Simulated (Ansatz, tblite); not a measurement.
**C14H42O5Si6: spin states and exact exchange**

Is the singlet the ground state of C14H42O5Si6? Other spin states are computed and compared level by level.

Program: Ansatz 0.2.0, Gaussian basis. Level of theory: as each input shows. These are calculated values, not measurements.

Levels to be run: triplet, at the geometry of the singlet (GFN1-xTB, GFN2-xTB, PBE0-D4/def2-SVP, PBE-D4/def2-SVP); the singlet's energies come from earlier runs.

**1. The structure**

The singlet was relaxed beforehand with PBE-D4/def2-SVP.

SMILES `C[Si](C)(C)O[Si](C)(C)O[Si](C)(C)O[Si](C)(C)O[Si](C)(C)O[Si](C)(C)C`, 67 atoms, charge 0, spin multiplicity 1.

Bond lengths: C1–Si2 1.885 Å, C1–H26 1.110 Å, C1–H27 1.110 Å, C1–H28 1.110 Å, Si2–C3 1.886 Å, Si2–C4 1.889 Å, Si2–O5 1.684 Å, C3–H29 1.110 Å, C3–H30 1.110 Å, C3–H31 1.110 Å, C4–H32 1.110 Å, C4–H33 1.110 Å, C4–H34 1.110 Å, O5–Si6 1.670 Å, Si6–C7 1.875 Å, Si6–C8 1.878 Å, Si6–O9 1.677 Å, C7–H35 1.109 Å and more. Angles: Si2–C1–H26 111.2°, Si2–C1–H27 110.7°, Si2–C1–H28 111.2°, H26–C1–H27 107.8°, H26–C1–H28 107.8°, H27–C1–H28 108.1°, C1–Si2–C3 110.9°, C1–Si2–C4 110.8°, C1–Si2–O5 107.2°, C3–Si2–C4 110.4°, C3–Si2–O5 108.1°, C4–Si2–O5 109.3°, Si2–C3–H29 110.7°, Si2–C3–H30 111.0°, Si2–C3–H31 111.3°, H29–C3–H30 107.9°, H29–C3–H31 108.0°, H30–C3–H31 107.9° and more.

**2. Triplet at the fixed geometry, GFN1-xTB**

Tight binding, by tblite at 300 K electronic temperature and without a spin-polarisation term:

```python
tblite.interface.Calculator('GFN1-xTB', numbers, positions, charge=0, uhf=2).singlepoint()
```

Energy -2377.4070 eV; 0.73 s.

**3. Triplet at the fixed geometry, GFN2-xTB**

Tight binding, by tblite at 300 K electronic temperature and without a spin-polarisation term:

```python
tblite.interface.Calculator('GFN2-xTB', numbers, positions, charge=0, uhf=2).singlepoint()
```

Energy -2240.3192 eV; 0.55 s.

**4. Triplet at the fixed geometry, PBE0-D4/def2-SVP**

Contents of in.yaml:

```yaml
crystal:
  periodic: [false, false, false]
  atoms:
    - {symbol: C, position_ang: [-2.930255, 2.356543, -1.119404]}
    - {symbol: Si, position_ang: [-4.024676, 1.271487, -0.033141]}
    - {symbol: C, position_ang: [-4.398588, 2.123067, 1.607968]}
    - {symbol: C, position_ang: [-5.629386, 0.830038, -0.927488]}
    - {symbol: O, position_ang: [-3.163040, -0.138543, 0.292020]}
    - {symbol: Si, position_ang: [-3.052660, -1.782617, 0.565791]}
    - {symbol: C, position_ang: [-3.307380, -2.134352, 2.390055]}
    - {symbol: C, position_ang: [-4.266963, -2.702319, -0.533121]}
    - {symbol: O, position_ang: [-1.491124, -2.251029, 0.170927]}
    - {symbol: Si, position_ang: [-0.240956, -1.706926, -0.817053]}
    - {symbol: C, position_ang: [-0.925197, -0.981155, -2.404961]}
    - {symbol: C, position_ang: [0.890110, -3.172045, -1.106230]}
    - {symbol: O, position_ang: [0.597034, -0.486888, -0.018211]}
    - {symbol: Si, position_ang: [0.867420, -0.010652, 1.578939]}
    - {symbol: C, position_ang: [-0.503422, 1.153727, 2.113842]}
    - {symbol: C, position_ang: [1.007930, -1.524383, 2.676236]}
    - {symbol: O, position_ang: [2.328693, 0.800682, 1.617144]}
    - {symbol: Si, position_ang: [3.189123, 1.970347, 0.765877]}
    - {symbol: C, position_ang: [4.152020, 2.983244, 2.013421]}
    - {symbol: C, position_ang: [1.994559, 3.002506, -0.262070]}
    - {symbol: O, position_ang: [4.298463, 1.225408, -0.237743]}
    - {symbol: Si, position_ang: [4.433743, -0.088066, -1.291872]}
    - {symbol: C, position_ang: [4.311509, -1.685421, -0.296845]}
    - {symbol: C, position_ang: [6.120315, 0.062584, -2.115276]}
    - {symbol: C, position_ang: [3.046422, 0.009905, -2.568457]}
    - {symbol: H, position_ang: [-2.781905, 1.901685, -2.120877]}
    - {symbol: H, position_ang: [-1.930351, 2.491243, -0.657121]}
    - {symbol: H, position_ang: [-3.379735, 3.360404, -1.266927]}
    - {symbol: H, position_ang: [-3.458966, 2.379704, 2.140012]}
    - {symbol: H, position_ang: [-4.996612, 1.463492, 2.271493]}
    - {symbol: H, position_ang: [-4.972137, 3.060685, 1.453483]}
    - {symbol: H, position_ang: [-6.285103, 0.197645, -0.292558]}
    - {symbol: H, position_ang: [-5.423108, 0.273069, -1.865156]}
    - {symbol: H, position_ang: [-6.200025, 1.743865, -1.194864]}
    - {symbol: H, position_ang: [-2.582553, -1.556766, 2.999550]}
    - {symbol: H, position_ang: [-3.160360, -3.210834, 2.613292]}
    - {symbol: H, position_ang: [-4.329813, -1.851091, 2.714137]}
    - {symbol: H, position_ang: [-4.154108, -3.799497, -0.415514]}
    - {symbol: H, position_ang: [-5.316066, -2.435879, -0.290208]}
    - {symbol: H, position_ang: [-4.089726, -2.452626, -1.599480]}
    - {symbol: H, position_ang: [-1.586103, -0.123559, -2.169278]}
    - {symbol: H, position_ang: [-0.109603, -0.621926, -3.064589]}
    - {symbol: H, position_ang: [-1.515309, -1.735873, -2.964692]}
    - {symbol: H, position_ang: [1.762579, -2.882424, -1.725226]}
    - {symbol: H, position_ang: [1.268449, -3.570670, -0.143244]}
    - {symbol: H, position_ang: [0.348145, -3.988487, -1.625922]}
    - {symbol: H, position_ang: [-1.492528, 0.661637, 2.036916]}
    - {symbol: H, position_ang: [-0.524352, 2.046185, 1.455464]}
    - {symbol: H, position_ang: [-0.348518, 1.498031, 3.156907]}
    - {symbol: H, position_ang: [1.148297, -1.241529, 3.739094]}
    - {symbol: H, position_ang: [0.092898, -2.145182, 2.591701]}
    - {symbol: H, position_ang: [1.876043, -2.143757, 2.371762]}
    - {symbol: H, position_ang: [4.797851, 3.729288, 1.506343]}
    - {symbol: H, position_ang: [3.470340, 3.522783, 2.702631]}
    - {symbol: H, position_ang: [4.802447, 2.320587, 2.620396]}
    - {symbol: H, position_ang: [2.540806, 3.715252, -0.913687]}
    - {symbol: H, position_ang: [1.375652, 2.346920, -0.909468]}
    - {symbol: H, position_ang: [1.311384, 3.588179, 0.387734]}
    - {symbol: H, position_ang: [4.449591, -2.578775, -0.941144]}
    - {symbol: H, position_ang: [5.083228, -1.712404, 0.499791]}
    - {symbol: H, position_ang: [3.316317, -1.758861, 0.185075]}
    - {symbol: H, position_ang: [6.293444, -0.771262, -2.827510]}
    - {symbol: H, position_ang: [6.203308, 1.015494, -2.677221]}
    - {symbol: H, position_ang: [6.932646, 0.041859, -1.359730]}
    - {symbol: H, position_ang: [3.080895, -0.842122, -3.279360]}
    - {symbol: H, position_ang: [3.110485, 0.948906, -3.155716]}
    - {symbol: H, position_ang: [2.068473, -0.008534, -2.046633]}
basis:
  gaussian: {orbitals: def2-SVP, fitting: {mean_field: def2-universal-jkfit}}
magnetization: {spin_polarized: true, initial_magnetization: 2}
hamiltonian: {xc: pbe0, dispersion: d4}
scf: {omitted_lower_state_checks: [starts]}
output: {orbitals: {seedname: orbitals}}
```

The run is started by

```console
$ ansatz run in.yaml --threads 2 --pin off --events-out ev --progress --plain --max-ram 32768MiB --backend cuda --devices 0, --max-vram 18GiB
```

What it wrote:

```text
Functional definition: PBE0
  name "PBE0"
  cite "Adamo & Barone, J. Chem. Phys. 110, 6158 (1999) doi:10.1063/1.478522"
  cite "Perdew, Burke & Ernzerhof, Phys. Rev. Lett. 77, 3865 (1996) doi:10.1103/PhysRevLett.77.3865"
  parent pbe
  parameter a = 0.25
  parameter kappa = 0.804
  parameter beta = 0.06672455060314922
  exchange = (1 - a)*pbe_x(kappa = kappa, mu = beta*pi^2/3) + a*exact_x
  correlation = pbe_c(beta = beta)
these checks for a lower state are left out or cut short: starts
2959 factors; integrals over basis functions are off by at most 2.5e-1 eV
mean field evaluation 1: about -72578.4407 eV, gradient 1.1e2 eV
mean field evaluation 2: about -72561.3505 eV, gradient 1.3e2 eV
mean field evaluation 4: about -72632.1270 eV, gradient 7.7e0 eV
mean field evaluation 8: about -72632.5369 eV, gradient 7.2e-1 eV
mean field evaluation 16: about -72632.5259 eV, gradient 1.1e-1 eV
mean field evaluation 32: about -72632.5282 eV, gradient 1.4e-5 eV
mean field -72632.52823869 eV, -2669.1961806761 hartree, gradient 8.6e-6 eV, S^2 2.003449; 0 other end points of the search recorded, 0 dependent functions left out
reference -72632.52830645 eV, -2669.1961831662 hartree; 126, 124 occupied and 458, 460 virtual orbitals, 2959 factors
Total energy: -72634.75871838 eV, -2669.2781492928 hartree
Checks for a lower state left out: starts
```

Run time: 36 s. Hardware: 1 × H100 (card shared with other runs) with 2 threads of AMD EPYC 7R13, shared host; peak host memory 1.3 GiB.

Report: HOMO -0.15 eV, LUMO -6.85 eV (over both spins; with the spin held, an empty level of the minority spin lies below the top filled one); ⟨S²⟩ 2.003 (pure: 2.00).

**5. Triplet at the fixed geometry, PBE-D4/def2-SVP**

start.molden holds the orbitals of an earlier run on this state, given as this run's starting guess.

Changes to in.yaml since step 4:

```diff
@@ -71,5 +71,5 @@
 basis:
-  gaussian: {orbitals: def2-SVP, fitting: {mean_field: def2-universal-jkfit}}
+  gaussian: {orbitals: def2-SVP, fitting: {mean_field: def2-universal-jkfit}, initial_orbitals: start.molden}
 magnetization: {spin_polarized: true, initial_magnetization: 2}
-hamiltonian: {xc: pbe0, dispersion: d4}
+hamiltonian: {xc: pbe, dispersion: d4}
 scf: {omitted_lower_state_checks: [starts]}
```

The command is unchanged.

What it wrote:

```text
Functional definition: PBE
  name "PBE"
  cite "Perdew, Burke & Ernzerhof, Phys. Rev. Lett. 77, 3865 (1996) doi:10.1103/PhysRevLett.77.3865"
  parent pbe
  parameter kappa = 0.804
  parameter beta = 0.06672455060314922
  exchange = pbe_x(kappa = kappa, mu = beta*pi^2/3)
  correlation = pbe_c(beta = beta)
these checks for a lower state are left out or cut short: starts
2959 factors; integrals over basis functions are off by at most 2.5e-1 eV
mean field evaluation 1: about -72624.6694 eV, gradient 9.9e0 eV
mean field evaluation 2: about -72625.1060 eV, gradient 5.1e-1 eV
mean field evaluation 4: about -72625.0783 eV, gradient 2.3e0 eV
mean field evaluation 8: about -72625.1353 eV, gradient 3.0e-3 eV
mean field evaluation 16: about -72625.1353 eV, gradient 2.2e-4 eV
mean field -72625.13534121 eV, -2668.9244967047 hartree, gradient 2.4e-6 eV, S^2 2.000639; 0 other end points of the search recorded, 0 dependent functions left out
reference -72625.13543100 eV, -2668.9245000044 hartree; 126, 124 occupied and 458, 460 virtual orbitals, 2959 factors
Total energy: -72627.63042846 eV, -2669.0161894700 hartree
Checks for a lower state left out: starts
```

Run time: 18 s. Hardware: 1 × H100 (card shared with other runs) with 2 threads of AMD EPYC 7R13, shared host; peak host memory 1.3 GiB.

From the report: HOMO -0.10 eV, LUMO -6.50 eV (over both spins; with the spin held, an empty level of the minority spin lies below the top filled one); ⟨S²⟩ 2.001 (pure: 2.00).

**6. Triplet less singlet, vertical**

The singlet's energies are those of its earlier runs, whose logs aren't repeated here.

| level | triplet less singlet, vertical (eV) | time |
| --- | --- | --- |
| GFN1-xTB | +7.008 | 1 s |
| GFN2-xTB | +6.232 | 0.77 s |
| PBE-D4/def2-SVP | +6.336 | 30 s |
| PBE0-D4/def2-SVP | +7.634 | 50 s |

Times add the two runs; a level without a time comes out of a correlated run. Tight binding without a spin term can't rank spin states.

**7. Summary of results**

| quantity | value |
| --- | --- |
| triplet less singlet, vertical, functionals in def2-SVP | +6.336 (PBE-D4) to +7.634 eV (PBE0-D4) |

What this shows: All functionals put the triplet above the singlet, over a spread of 1.298 eV. The checks for a lower triplet were left out, so another state of that spin may lie lower. These are electronic energies, without zero-point motion, entropy or surroundings.
